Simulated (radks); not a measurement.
**Taking charge from the 4d level of Sb³⁺ in fractions**

One table from this session's results is given with a row withheld; the runs are named, their logs left out.

Program: radks (a radial shooting solver on a logarithmic mesh, Libxc functionals) version 1. Level of theory: Dirac Kohn-Sham, PBEsol, spin-unpolarised, spherical densities, finite nucleus. These are calculated values, not measurements, unless marked.

**Starting point**

| Item | Value |
| --- | --- |
| element | antimony (Z = 51) |
| charge | +3 |
| electrons | 48 |
| configuration | [Kr] 4d(3/2: 4, 5/2: 6) 5s2 |
| nuclear rms radius | 4.6802 fm |

A shell typed twice in an input gives the lower j, then the higher j.

The first run:

The run's settings:

```text
Z 51
configuration [Kr] 4d4 4d6 5s2
relativity Dirac
functional pbe_sol,pbe_sol
spin unpolarised
j_filling energy
nucleus finite rms 4.6802 fm
c 137.035999084
```

The run is started by

```
> python run_ks.py task.json out
```

All runs below come from this command, one after another.

Steps of the session up to this table: Start: [Kr] 4d(3/2: 4, 5/2: 6) 5s2.

One of the session's tables, all rows but one given; the rest of the session is left out.

It belongs to the step «Start: [Kr] 4d(3/2: 4, 5/2: 6) 5s2». Radial moments (bohr):

| level | <r> | outermost maximum (interpolated) | 90 % within | nodes |
| --- | --- | --- | --- | --- |
| 3d3/2 | ? | ? | ? | ? |
| 3d5/2 | 0.3070 | 0.245 | 0.483 | 0 |
| 4s1/2 | 0.7906 | 0.723 | 1.14 | 3 |
| 4p1/2 | 0.8318 | 0.746 | 1.22 | 2 |
| 4p3/2 | 0.8609 | 0.770 | 1.26 | 2 |
| 4d3/2 | 1.013 | 0.841 | 1.56 | 1 |
| 4d5/2 | 1.026 | 0.850 | 1.58 | 1 |
| 5s1/2 | 2.015 | 1.81 | 2.90 | 4 |

Estimate the missing values for 3d3/2.

The run gave: <r>: 0.3034; outermost maximum (interpolated): 0.242; 90 % within: 0.478; nodes: 0. In the column «<r>» it is the lowest.
